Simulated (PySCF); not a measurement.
# Br2Cu2H10N2O2 ([(NH3)(H2O)Cu(mu-Br)2Cu(NH3)(H2O)]2+): the cost of one run

Programs: PySCF 2.14.0, with routines of our own; each step states its level. All values are computed. Atoms count from 0.

## (1) The starting structure

18 atoms, charge 2, high-spin multiplicity 3; geometry from: idealised, bond lengths from ionic radii.

The system (edge-sharing dimer): [(NH3)(H2O)Cu(mu-Br)2Cu(NH3)(H2O)]2+. The metals (Cu(II), Cu(II)) are 3.60 Å apart; the bridge angle is 92°; the spin sites are atom 0 (1 unpaired) and atom 1 (1 unpaired).

## (2) Magnetic exchange: B3LYP/def2-SVP H:def2-SV(P) in water

The job: settings as JSON, then the geometry in Å.

```
{"job": {"kind": "bs", "xc": "B3LYP", "basis": {"default": "def2-SVP", "H": "def2-SV(P)"}, "grid": 1, "solvent": "water"}, "charge": 2, "high_spin_multiplicity": 3, "spin_sites": [[[0], 1], [[1], 1]]}
Cu    -1.799400     0.167200    -0.000000
Cu     1.799400     0.167200    -0.000000
Br    -0.000000     1.917100    -0.000000
Br    -0.000000    -1.582600    -0.000000
N     -3.192800    -1.267500    -0.000000
H     -3.448600    -1.530900     0.951600
H     -4.039800    -0.956700    -0.475800
H     -2.857400    -2.105100    -0.475800
O     -3.151000     1.558900    -0.000000
H     -3.563200     1.983400     0.766300
H     -3.563200     1.983400    -0.766300
N      3.192800    -1.267500    -0.000000
H      3.448600    -1.530900     0.951600
H      2.857400    -2.105100    -0.475800
H      4.039800    -0.956700    -0.475800
O      3.151000     1.558900    -0.000000
H      3.563200     1.983400     0.766300
H      3.563200     1.983400    -0.766300
```

Level: B3LYP/def2-SVP H:def2-SV(P) high-spin and broken-symmetry single points, IEF-PCM water.

Launch:

```sh
$ OMP_NUM_THREADS=1 python exch_run.py task.json out
```

One launch serves the whole session: the jobs run in the order shown.

Q: Estimate the wall time and peak memory of this first job on 1 thread of Arm Neoverse N1, shared host.

About 2.2 min, with a peak of 1.1 GiB.
